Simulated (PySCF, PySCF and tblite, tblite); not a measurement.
**C7H12: telling isomers apart by computed NMR**

Aim: see whether computed shieldings tell isomers of C7H12 apart.

Computed with tblite 0.8.0 (tight binding) and PySCF 2.14.0 (DFT, with response routines of our own); each step states its level. Atoms count from 0 throughout.

### 1 The starting structure

19 atoms, charge 0, multiplicity 1; geometry from: MMFF94s geometry. This is the first candidate.

Bonds of the start (Å): C0–C1 1.51, C0–H7 1.09, C0–H8 1.09, C0–H9 1.08, C1–C2 1.53, C1–C5 1.56, C1–C6 1.57, C2–C3 1.54, C2–H10 1.09, C2–H11 1.09, C3–C4 1.52, C3–H12 1.08, C3–H13 1.10, C4–C5 1.56, C4–C6 1.55, C4–H14 1.10, C5–H15 1.08, C5–H16 1.10, C6–H17 1.10, C6–H18 1.10.

### 2 GFN2-xTB relaxation, isomer A, conformer 1

What the job is given:

```
{"job": {"xc": "GFN2-xTB", "basis": "xTB", "kind": "relax"}, "charge": 0, "multiplicity": 1}
C      2.066800     0.186000     0.276100
C      0.569700     0.077200     0.074800
C      0.066700    -1.242600    -0.516300
C     -1.443500    -0.920600    -0.541700
C     -1.411600     0.475000     0.071000
C     -0.232200     1.191100    -0.664100
C     -0.412200     0.382800     1.256700
H      2.436800    -0.587300     0.952300
H      2.331500     1.153900     0.713200
H      2.583400     0.093400    -0.672300
H      0.441700    -1.416300    -1.530200
H      0.282800    -2.109300     0.109900
H     -1.857900    -0.935800    -1.537700
H     -2.006600    -1.628900     0.084700
H     -2.347400     1.028100     0.204700
H     -0.229600     1.154100    -1.743000
H     -0.024500     2.225900    -0.343700
H     -0.589100    -0.431100     1.980600
H     -0.234600     1.313600     1.817500
```

Run with:

```sh
> OMP_NUM_THREADS=1 python ens_run.py task.json out
```

One launch serves the whole session.

Log:

```text
step      E/eV     max force
  0    -573.98080    1.607
  1    -574.07463    0.783
  2    -574.11628    0.475
  3    -574.14068    0.382
  4    -574.15202    0.255
  5    -574.15950    0.172
  6    -574.16392    0.139
  7    -574.16784    0.140
  8    -574.17031    0.106
  9    -574.17180    0.101
 10    -574.17288    0.093
 11    -574.17414    0.087
 12    -574.17571    0.084
 13    -574.17717    0.082
 14    -574.17806    0.060
 15    -574.17853    0.045
 16    -574.17887    0.043
 17    -574.17913    0.036
 18    -574.17913    0.036
 19    -574.17923    0.021
 20    -574.17935    0.021
 21    -574.17939    0.017
 22    -574.17950    0.020
 23    -574.17957    0.018
 24    -574.17964    0.018
 25    -574.17969    0.019
 26    -574.17975    0.018
 27    -574.17980    0.017
 28    -574.17986    0.023
 29    -574.17992    0.020
 30    -574.17995    0.013
 31    -574.17998    0.011
 32    -574.17999    0.008
 33    -574.18000    0.008
 34    -574.18001    0.005
 35    -574.18001    0.005
 36    -574.18001    0.004
```

Run time: 0.17 s. Hardware: 1 thread of Arm Neoverse V2, shared host.

Gain 0.199 eV; displacement 0.06 Å root mean square.

### 3 Shieldings, isomer A, conformer 1: PBE0/pcSseg-1

What the job is given:

```
{"job": {"xc": "PBE0", "basis": "pcSseg-1", "kind": "nmr", "pop": true}, "charge": 0, "multiplicity": 1}
C      2.076046     0.219259     0.292124
C      0.586156     0.093839     0.095582
C      0.054287    -1.212268    -0.508564
C     -1.456162    -0.887271    -0.516449
C     -1.399382     0.517913     0.084095
C     -0.228370     1.140607    -0.689995
C     -0.414610     0.321006     1.245835
H      2.436636    -0.560215     0.960964
H      2.324411     1.186706     0.723816
H      2.593035     0.123424    -0.661011
H      0.450469    -1.388153    -1.508485
H      0.294085    -2.074681     0.113122
H     -1.879054    -0.886820    -1.520880
H     -2.035081    -1.573697     0.101085
H     -2.342762     1.041518     0.214899
H     -0.241568     1.060100    -1.775312
H     -0.009236     2.162816    -0.391277
H     -0.597971    -0.507513     1.927347
H     -0.220732     1.232681     1.805644
```

Log:

```text
coarse grid: 15048 points
cycle   1  E = -273.4764385711  dE =  9.992e-01  |g| = 4.235e-01  |ddm| = 3.816e+00
cycle   2  E = -273.4579959910  dE =  1.844e-02  |g| = 5.184e-01  |ddm| = 9.127e-01
cycle   3  E = -273.5266906214  dE = -6.869e-02  |g| = 5.681e-02  |ddm| = 5.690e-01
cycle   4  E = -273.5272566936  dE = -5.661e-04  |g| = 2.270e-02  |ddm| = 7.652e-02
cycle   5  E = -273.5273705493  dE = -1.139e-04  |g| = 4.153e-03  |ddm| = 2.154e-02
cycle   6  E = -273.5273744285  dE = -3.879e-06  |g| = 7.520e-04  |ddm| = 4.228e-03
final grid: 142920 points
cycle   7  E = -273.5717147406  dE = -5.946e-05  |g| = 9.393e-03  |ddm| = 5.195e-02
cycle   8  E = -273.5716991870  dE =  1.555e-05  |g| = 1.242e-02  |ddm| = 2.219e-02
cycle   9  E = -273.5717376845  dE = -3.850e-05  |g| = 9.003e-04  |ddm| = 1.313e-02
cycle  10  E = -273.5717378476  dE = -1.631e-07  |g| = 2.436e-04  |ddm| = 1.030e-03
cycle  11  E = -273.5717378608  dE = -1.322e-08  |g| = 4.136e-05  |ddm| = 2.097e-04
cycle  12  E = -273.5717378612  dE = -3.432e-10  |g| = 1.347e-05  |ddm| = 5.301e-05
converged SCF energy = -273.5717378612

GIAO shielding tensors (ppm)
atom      isotropic    diamagn.    paramagn.     s11        s22        s33       span
  0 C      164.394     241.735     -77.341    150.885    153.809    188.488     37.603
  1 C      137.763     249.727    -111.964    118.554    131.702    163.033     44.479
  2 C      151.398     246.515     -95.117    140.080    142.467    171.648     31.568
  3 C      154.391     248.857     -94.466    144.181    148.381    170.610     26.429
  4 C      148.714     249.272    -100.558    133.676    142.018    170.448     36.772
  5 C      142.509     250.187    -107.678    132.542    140.332    154.652     22.110
  6 C      142.526     250.176    -107.650    132.525    140.363    154.692     22.167
  7 H       30.449      28.538       1.911     26.106     28.014     37.227     11.121
  8 H       30.349      28.963       1.386     25.493     28.627     36.925     11.432
  9 H       30.449      28.538       1.911     26.101     28.019     37.227     11.126
 10 H       30.275      30.861      -0.587     26.302     28.014     36.509     10.207
 11 H       30.274      30.861      -0.586     26.301     28.014     36.508     10.207
 12 H       29.947      30.158      -0.211     25.762     26.842     37.238     11.475
 13 H       29.948      30.159      -0.212     25.762     26.843     37.239     11.478
 14 H       29.409      32.106      -2.697     24.425     26.404     37.398     12.973
 15 H       30.850      32.153      -1.302     26.302     28.213     38.037     11.735
 16 H       30.469      32.687      -2.219     27.393     28.522     35.490      8.097
 17 H       30.852      32.151      -1.299     26.302     28.213     38.040     11.738
 18 H       30.468      32.686      -2.218     27.394     28.522     35.489      8.095
```

Wall time 19 s (1 thread of Arm Neoverse V2, shared host).

This run: HOMO -8.24 eV, LUMO 1.48 eV; dipole 0.10 D.

### 4 The ensemble, isomer A: properties at PBE0/pcSseg-1

What the job is given:

```
{"job": {"study": "conf", "smiles": "C[C@]12CC[C@H](C1)C2", "search": {"seed": 4682, "n_embed": 45, "ff_keep": 10, "window": 2.5, "nmax": 6, "temps": [250, 298.15, 350], "t_ref": 298.15, "order": 0.002}, "level": {"nmr": {"xc": "PBE0", "basis": "pcSseg-1"}}, "kind": "conf"}, "charge": 0, "multiplicity": 1}
C      2.076046     0.219259     0.292124
C      0.586156     0.093839     0.095582
C      0.054287    -1.212268    -0.508564
C     -1.456162    -0.887271    -0.516449
C     -1.399382     0.517913     0.084095
C     -0.228370     1.140607    -0.689995
C     -0.414610     0.321006     1.245835
H      2.436636    -0.560215     0.960964
H      2.324411     1.186706     0.723816
H      2.593035     0.123424    -0.661011
H      0.450469    -1.388153    -1.508485
H      0.294085    -2.074681     0.113122
H     -1.879054    -0.886820    -1.520880
H     -2.035081    -1.573697     0.101085
H     -2.342762     1.041518     0.214899
H     -0.241568     1.060100    -1.775312
H     -0.009236     2.162816    -0.391277
H     -0.597971    -0.507513     1.927347
H     -0.220732     1.232681     1.805644
```

Log:

```text
conformer  sym    E(xTB)   E(DFT)   G(298.15 K)  weight  dipole/D
    1     Cs      0.000    0.000    0.000   1.0000    0.104

mean shielding (ppm) by class
class atoms           250 K   298.15 K      350 K
  0 C  0            164.394    164.394    164.394
  1 C  1            137.763    137.763    137.763
  2 C  2            151.398    151.398    151.398
  3 C  3            154.391    154.391    154.391
  4 C  4            148.714    148.714    148.714
  5 C  5,6          142.518    142.518    142.518
  6 H  7,8,9         30.415     30.415     30.415
  7 H  10,11         30.274     30.274     30.274
  8 H  12,13         29.948     29.948     29.948
  9 H  14            29.409     29.409     29.409
 10 H  15,17         30.851     30.851     30.851
 11 H  16,18         30.468     30.468     30.468
```

It took 20 s on 1 thread of Arm Neoverse V2, shared host. This counts the runs that the step sums up.

The search (ETKDG and KDG, MMFF94s, GFN2-xTB) embedded 45 structures, kept 1 distinct ones after the force field and 1 after xTB; 1 was carried on (window 2.5 kcal/mol at the search's own energies). Energies: PBE0/pcSseg-1 with D3(BJ).

The conformers at 298 K:

```tsv
no.	group	mirror pair	ΔE xTB	ΔE DFT	ΔG	weight (%)	μ (D)	A, B, C (GHz)
1	Cs	no	0.00	0.00	0.00	100.0	0.10	4.48, 2.73, 2.37
```

Energies in kcal/mol. ΔG holds xTB vibrations and rotation, symmetry numbers and mirror pairs.

Shifts against references run at the same level (13C TMS 186.9, 1H TMS 31.72 ppm of shielding), by class of atoms, at 298 K:

```tsv
atoms	environment	average
C1	quaternary sp3 carbon in a ring	49.2
C5, C6	sp3 CH2 in a ring	44.4
C4	sp3 CH in a ring	38.2
C2	sp3 CH2 in a ring	35.5
C3	sp3 CH2 in a ring	32.5
C0	methyl carbon	22.5
H14	hydrogen on an sp3 CH in a ring	2.31
H12, H13	hydrogen on an sp3 CH2 in a ring	1.77
H10, H11	hydrogen on an sp3 CH2 in a ring	1.44
H7, H8, H9	hydrogen on a methyl carbon	1.30
H16, H18	hydrogen on an sp3 CH2 in a ring	1.25
H15, H17	hydrogen on an sp3 CH2 in a ring	0.87
```

Effective distances for nuclear Overhauser effects, ⟨r⁻⁶⟩^(−1/6) over all pairs of two classes (Å): H15···H16 2.00; H10···H12 2.57; H12···H14 2.64; H14···H16 2.66; H10···H15 2.82; H12···H15 2.82; H14···H15 2.89; H7···H10 3.10.

### 5 GFN2-xTB relaxation, isomer B, conformer 1

What the job is given:

```
{"job": {"xc": "GFN2-xTB", "basis": "xTB", "kind": "relax"}, "charge": 0, "multiplicity": 1}
C      2.112000     0.190200    -0.386600
C      0.829700     0.291800     0.432800
C      0.182100    -1.071800     0.742600
C     -1.209900    -0.798700     0.128700
C     -1.569500     0.651400     0.569400
C     -0.320100     0.947900    -0.328700
C     -0.929400    -0.151000    -1.255900
H      2.897000    -0.314100     0.181100
H      1.956100    -0.356600    -1.320400
H      2.460600     1.192200    -0.642300
H      1.042600     0.828000     1.370200
H      0.111500    -1.264300     1.817000
H      0.671000    -1.909500     0.264400
H     -1.971300    -1.577300     0.205100
H     -2.527400     1.049600     0.192100
H     -1.490400     0.891200     1.639500
H     -0.189100     1.960500    -0.715200
H     -0.251100    -0.696800    -1.918200
H     -1.814100     0.146700    -1.823600
```

Log:

```text
step      E/eV     max force
  0    -573.88060    1.646
  1    -573.97124    0.713
  2    -574.01244    0.484
  3    -574.03277    0.365
  4    -574.04283    0.218
  5    -574.04939    0.180
  6    -574.05342    0.145
  7    -574.05683    0.139
  8    -574.05945    0.122
  9    -574.06127    0.120
 10    -574.06251    0.110
 11    -574.06366    0.091
 12    -574.06502    0.086
 13    -574.06636    0.081
 14    -574.06720    0.052
 15    -574.06757    0.034
 16    -574.06757    0.034
 17    -574.06768    0.029
 18    -574.06788    0.017
 19    -574.06791    0.015
 20    -574.06796    0.014
 21    -574.06798    0.012
 22    -574.06799    0.008
 23    -574.06800    0.008
 24    -574.06801    0.007
 25    -574.06801    0.006
 26    -574.06802    0.007
 27    -574.06802    0.006
 28    -574.06803    0.006
 29    -574.06803    0.007
 30    -574.06804    0.007
 31    -574.06805    0.006
 32    -574.06806    0.005
 33    -574.06806    0.004
 34    -574.06807    0.006
 35    -574.06808    0.007
 36    -574.06808    0.006
 37    -574.06809    0.006
 38    -574.06809    0.006
 39    -574.06810    0.007
 40    -574.06811    0.008
 41    -574.06812    0.008
 42    -574.06813    0.007
 43    -574.06814    0.006
 44    -574.06815    0.005
 45    -574.06815    0.005
 46    -574.06815    0.004
```

Wall time 0.19 s (1 thread of Arm Neoverse V2, shared host).

Relaxing gained 0.188 eV and moved the atoms by 0.05 Å on average (rms).

### 6 Shieldings, isomer B, conformer 1: PBE0/pcSseg-1

What the job is given:

```
{"job": {"xc": "PBE0", "basis": "pcSseg-1", "kind": "nmr", "pop": false}, "charge": 0, "multiplicity": 1}
C      2.096871     0.198450    -0.391941
C      0.804345     0.305189     0.404429
C      0.130052    -1.053366     0.722997
C     -1.251837    -0.792119     0.121795
C     -1.536706     0.641800     0.593826
C     -0.362406     0.965159    -0.344346
C     -0.886582    -0.172429    -1.234197
H      2.850708    -0.333621     0.184779
H      1.944670    -0.333717    -1.327360
H      2.479880     1.190786    -0.622241
H      1.015846     0.858638     1.324534
H      0.084298    -1.258105     1.792296
H      0.636175    -1.885000     0.233201
H     -1.990545    -1.584506     0.212294
H     -2.490363     1.029236     0.243642
H     -1.409201     0.858095     1.653239
H     -0.195634     1.966531    -0.732847
H     -0.175299    -0.707473    -1.858876
H     -1.754076     0.115704    -1.823031
```

Log:

```text
coarse grid: 15048 points
cycle   1  E = -273.4715375269  dE =  1.004e+00  |g| = 4.164e-01  |ddm| = 3.760e+00
cycle   2  E = -273.4511766653  dE =  2.036e-02  |g| = 5.217e-01  |ddm| = 8.878e-01
cycle   3  E = -273.5201841308  dE = -6.901e-02  |g| = 5.077e-02  |ddm| = 5.471e-01
cycle   4  E = -273.5206140533  dE = -4.299e-04  |g| = 2.157e-02  |ddm| = 6.771e-02
cycle   5  E = -273.5207169123  dE = -1.029e-04  |g| = 5.009e-03  |ddm| = 2.154e-02
cycle   6  E = -273.5207228414  dE = -5.929e-06  |g| = 7.453e-04  |ddm| = 4.893e-03
final grid: 142920 points
cycle   7  E = -273.5667669602  dE = -5.390e-05  |g| = 9.981e-03  |ddm| = 4.865e-02
cycle   8  E = -273.5667488311  dE =  1.813e-05  |g| = 1.332e-02  |ddm| = 2.273e-02
cycle   9  E = -273.5667926909  dE = -4.386e-05  |g| = 8.044e-04  |ddm| = 1.324e-02
cycle  10  E = -273.5667928186  dE = -1.277e-07  |g| = 2.634e-04  |ddm| = 9.745e-04
cycle  11  E = -273.5667928346  dE = -1.602e-08  |g| = 4.273e-05  |ddm| = 2.277e-04
cycle  12  E = -273.5667928350  dE = -3.848e-10  |g| = 1.294e-05  |ddm| = 5.501e-05
converged SCF energy = -273.5667928350

GIAO shielding tensors (ppm)
atom      isotropic    diamagn.    paramagn.     s11        s22        s33       span
  0 C      165.819     244.682     -78.864    151.660    157.641    188.156     36.496
  1 C      150.173     246.006     -95.833    140.272    148.651    161.596     21.323
  2 C      149.076     246.604     -97.528    137.121    148.566    161.542     24.421
  3 C      145.696     248.764    -103.068    128.178    140.606    168.304     40.126
  4 C      144.383     251.849    -107.467    134.348    139.746    159.054     24.706
  5 C      140.717     244.865    -104.148    125.656    134.512    161.984     36.328
  6 C      151.514     249.706     -98.192    136.346    153.157    165.039     28.693
  7 H       30.424      28.425       1.999     25.803     27.933     37.535     11.731
  8 H       30.875      29.702       1.172     26.282     30.431     35.912      9.630
  9 H       30.497      28.755       1.742     25.560     27.708     38.222     12.662
 10 H       29.676      31.607      -1.930     24.939     28.320     35.770     10.832
 11 H       29.855      30.474      -0.620     26.064     26.842     36.658     10.593
 12 H       30.703      30.817      -0.114     26.680     28.686     36.742     10.062
 13 H       29.376      31.645      -2.270     24.337     26.289     37.500     13.163
 14 H       30.042      31.977      -1.935     26.059     27.958     36.110     10.051
 15 H       30.763      31.521      -0.758     25.680     28.077     38.532     12.851
 16 H       29.640      32.006      -2.366     24.852     27.258     36.809     11.957
 17 H       30.661      31.392      -0.730     24.949     29.408     37.627     12.678
 18 H       30.229      31.730      -1.500     26.248     28.301     36.139      9.891
```

Run time: 18 s. Hardware: 1 thread of Arm Neoverse V2, shared host.

In short: HOMO -8.44 eV, LUMO 1.55 eV; dipole 0.05 D.

### 7 Boltzmann average, isomer B: properties at PBE0/pcSseg-1

What the job is given:

```
{"job": {"study": "conf", "smiles": "C[C@@H]1C[C@H]2C[C@@H]1C2", "search": {"seed": 4682, "n_embed": 45, "ff_keep": 10, "window": 2.5, "nmax": 6, "temps": [250, 298.15, 350], "t_ref": 298.15, "order": 0.002}, "level": {"nmr": {"xc": "PBE0", "basis": "pcSseg-1"}}, "kind": "conf"}, "charge": 0, "multiplicity": 1}
C      2.096871     0.198450    -0.391941
C      0.804345     0.305189     0.404429
C      0.130052    -1.053366     0.722997
C     -1.251837    -0.792119     0.121795
C     -1.536706     0.641800     0.593826
C     -0.362406     0.965159    -0.344346
C     -0.886582    -0.172429    -1.234197
H      2.850708    -0.333621     0.184779
H      1.944670    -0.333717    -1.327360
H      2.479880     1.190786    -0.622241
H      1.015846     0.858638     1.324534
H      0.084298    -1.258105     1.792296
H      0.636175    -1.885000     0.233201
H     -1.990545    -1.584506     0.212294
H     -2.490363     1.029236     0.243642
H     -1.409201     0.858095     1.653239
H     -0.195634     1.966531    -0.732847
H     -0.175299    -0.707473    -1.858876
H     -1.754076     0.115704    -1.823031
```

Log:

```text
conformer  sym    E(xTB)   E(DFT)   G(298.15 K)  weight  dipole/D
    1     C1      0.000    0.000    0.000   1.0000    0.053

mean shielding (ppm) by class
class atoms           250 K   298.15 K      350 K
  0 C  0            165.819    165.819    165.819
  1 C  1            150.173    150.173    150.173
  2 C  2            149.076    149.076    149.076
  3 C  3            145.696    145.696    145.696
  4 C  4            144.382    144.382    144.382
  5 C  5            140.717    140.717    140.717
  6 C  6            151.514    151.514    151.514
  7 H  7,8,9         30.598     30.598     30.598
  8 H  10            29.677     29.677     29.677
  9 H  11            29.855     29.855     29.855
 10 H  12            30.703     30.703     30.703
 11 H  13            29.376     29.376     29.376
 12 H  14            30.042     30.042     30.042
 13 H  15            30.763     30.763     30.763
 14 H  16             29.64      29.64      29.64
 15 H  17            30.661     30.661     30.661
 16 H  18            30.229     30.229     30.229
```

It took 18 s on 1 thread of Arm Neoverse V2, shared host. This counts the runs that the step sums up.

The search (ETKDG and KDG, MMFF94s, GFN2-xTB) embedded 45 structures, kept 1 distinct ones after the force field and 1 after xTB; 1 was carried on (window 2.5 kcal/mol at the search's own energies). Energies: PBE0/pcSseg-1 with D3(BJ).

The conformers at 298 K:

```tsv
no.	group	mirror pair	ΔE xTB	ΔE DFT	ΔG	weight (%)	μ (D)	A, B, C (GHz)
1	C1	no	0.00	0.00	0.00	100.0	0.05	4.75, 2.54, 2.36
```

Energies in kcal/mol. ΔG holds xTB vibrations and rotation, symmetry numbers and mirror pairs.

Shifts against references run at the same level (13C TMS 186.9, 1H TMS 31.72 ppm of shielding), by class of atoms, at 298 K:

```tsv
atoms	environment	average
C5	sp3 CH in a ring	46.2
C4	sp3 CH2 in a ring	42.5
C3	sp3 CH in a ring	41.2
C2	sp3 CH2 in a ring	37.8
C1	sp3 CH in a ring	36.8
C6	sp3 CH2 in a ring	35.4
C0	methyl carbon	21.1
H13	hydrogen on an sp3 CH in a ring	2.34
H16	hydrogen on an sp3 CH in a ring	2.08
H10	hydrogen on an sp3 CH in a ring	2.04
H11	hydrogen on an sp3 CH2 in a ring	1.86
H14	hydrogen on an sp3 CH2 in a ring	1.67
H18	hydrogen on an sp3 CH2 in a ring	1.49
H7, H8, H9	hydrogen on a methyl carbon	1.12
H17	hydrogen on an sp3 CH2 in a ring	1.06
H12	hydrogen on an sp3 CH2 in a ring	1.01
H15	hydrogen on an sp3 CH2 in a ring	0.95
```

Effective distances for nuclear Overhauser effects, ⟨r⁻⁶⟩^(−1/6) over all pairs of two classes (Å): H11···H12 1.77; H14···H15 1.78; H17···H18 1.78; H10···H11 2.36; H14···H18 2.38; H10···H15 2.45; H12···H17 2.53; H7···H10 2.58.

### 8 GFN2-xTB relaxation, isomer C, conformer 1

What the job is given:

```
{"job": {"xc": "GFN2-xTB", "basis": "xTB", "kind": "relax"}, "charge": 0, "multiplicity": 1}
C      1.905200    -0.823300    -0.222400
C      0.964200     0.207500     0.396900
C     -0.018400     1.032200    -0.481400
C     -0.925500     0.044600    -1.222800
C     -1.209800    -0.930800    -0.052000
C     -0.407800    -0.241400     1.038500
C     -0.770800     1.273400     0.867800
H      1.392700    -1.491600    -0.908100
H      2.699100    -0.320800    -0.777100
H      2.362100    -1.434000     0.559400
H      1.576300     0.825500     1.077200
H      0.348400     1.900700    -1.020300
H     -0.420100    -0.450600    -2.039400
H     -1.837300     0.503300    -1.591000
H     -2.279300    -0.966100     0.181300
H     -0.855600    -1.941000    -0.255900
H     -0.401000    -0.659000     2.048700
H     -1.837900     1.511200     0.815800
H     -0.294300     1.969400     1.577200
```

Log:

```text
step      E/eV     max force
  0    -573.83358    1.879
  1    -573.93235    0.756
  2    -573.97584    0.474
  3    -573.99670    0.386
  4    -574.00922    0.236
  5    -574.01645    0.167
  6    -574.02072    0.148
  7    -574.02453    0.150
  8    -574.02755    0.126
  9    -574.02946    0.115
 10    -574.03071    0.098
 11    -574.03208    0.092
 12    -574.03406    0.116
 13    -574.03648    0.129
 14    -574.03852    0.101
 15    -574.03983    0.081
 16    -574.04084    0.073
 17    -574.04174    0.078
 18    -574.04241    0.063
 19    -574.04282    0.036
 20    -574.04282    0.036
 21    -574.04297    0.030
 22    -574.04329    0.023
 23    -574.04335    0.023
 24    -574.04357    0.026
 25    -574.04365    0.020
 26    -574.04372    0.019
 27    -574.04378    0.018
 28    -574.04385    0.018
 29    -574.04389    0.015
 30    -574.04392    0.011
 31    -574.04394    0.011
 32    -574.04396    0.010
 33    -574.04398    0.009
 34    -574.04400    0.007
 35    -574.04400    0.006
 36    -574.04401    0.005
 37    -574.04401    0.006
 38    -574.04402    0.005
 39    -574.04403    0.004
 40    -574.04403    0.004
 41    -574.04403    0.004
```

Wall time 0.17 s (1 thread of Arm Neoverse V2, shared host).

Relaxing gained 0.210 eV and moved the atoms by 0.07 Å on average (rms).

[end of part 1 of 2]
